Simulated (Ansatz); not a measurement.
# P3C: the cost of one run

Method: DFT PBE, scalar-relativistic, plane waves, PAW, unless a step names another level, in Ansatz 0.2.0.

2 further runs of the same task are left out: 2 that didn't finish.

## (1) The system as given

It takes space group P2/m (No. 10, monoclinic). The conventional cell has a = 4.507 Å, b = 6.308 Å, c = 5.709 Å, α = 90.00°, β = 112.11°, γ = 90.00°. P (site symmetry m) has 3 P at 2.18 to 2.22 Å as nearest neighbours. Around P (site symmetry 1) lie 1 C at 1.88 Å. C (site symmetry m) is surrounded by 1 C at 1.37 Å.

As a file:

```
P C
1.0
     4.47306    0.00000   -0.55592
     0.00000    6.30818    0.00000
    -1.68797    0.00000    5.53978
P C
6 2
Direct
  0.03471 0.50000 0.19717
  0.72792 0.22162 0.18757
  0.72792 0.77838 0.18757
  0.96529 0.50000 0.80283
  0.27208 0.22162 0.81243
  0.27208 0.77838 0.81243
  0.09387 0.00000 0.93243
  0.90613 0.00000 0.06757
```

It came out lowest among 18 distinct ends of the trial cells. At a tolerance of 0.02 Å it has space group P2/m (No. 10).

## (2) Tight relaxation for the response runs, on the response runs' mesh and smearing

Input file input.yaml:

```yaml
crystal:
  lattice:
    - [4.473057088, 0.0, -0.5559191294]
    - [0.0, 6.308175016, 0.0]
    - [-1.6879736042, 0.0, 5.5397764033]
  atoms:
    - { symbol: P, position: [1.0347081199, 0.5, 0.1971729563] }
    - { symbol: P, position: [0.7279167164, 0.2216151131, 0.1875740072] }
    - { symbol: P, position: [0.7279167164, 0.7783848869, 0.1875740072] }
    - { symbol: P, position: [-0.0347081199, 0.5, 0.8028270437] }
    - { symbol: P, position: [0.2720832836, 0.2216151131, 0.8124259928] }
    - { symbol: P, position: [0.2720832836, 0.7783848869, 0.8124259928] }
    - { symbol: C, position: [0.0938716428, 0.0, 0.9324267861] }
    - { symbol: C, position: [0.9061283572, 0.0, 0.0675732139] }
basis:
  ecutwfc: 420
kpoints:
  mp_grid: { grid: [10, 6, 8] }
hamiltonian:
  xc: pbe
scf:
  occupations: { method: gaussian, width: 0.01 }
output:
  forces: true
  stress: true
  eigenvalues: true
relax:
  adjacent_minimum: "off"
  f_tol: 0.001
  max_steps: 60
  cell: { stress_tol: 0.01 }
```

The run is started by

```bash
$ ansatz run input.yaml --threads 3 --pin off --max-ram 7680MiB --backend cpu --events-out ev --progress --plain --runs-dir out
```

Q: Estimate wall time and peak memory on 3 threads of Intel Xeon Platinum 8259CL at 2.50GHz (Skylake/Cascade Lake), shared host.

About 2 min, with a peak of 0.88 GiB.
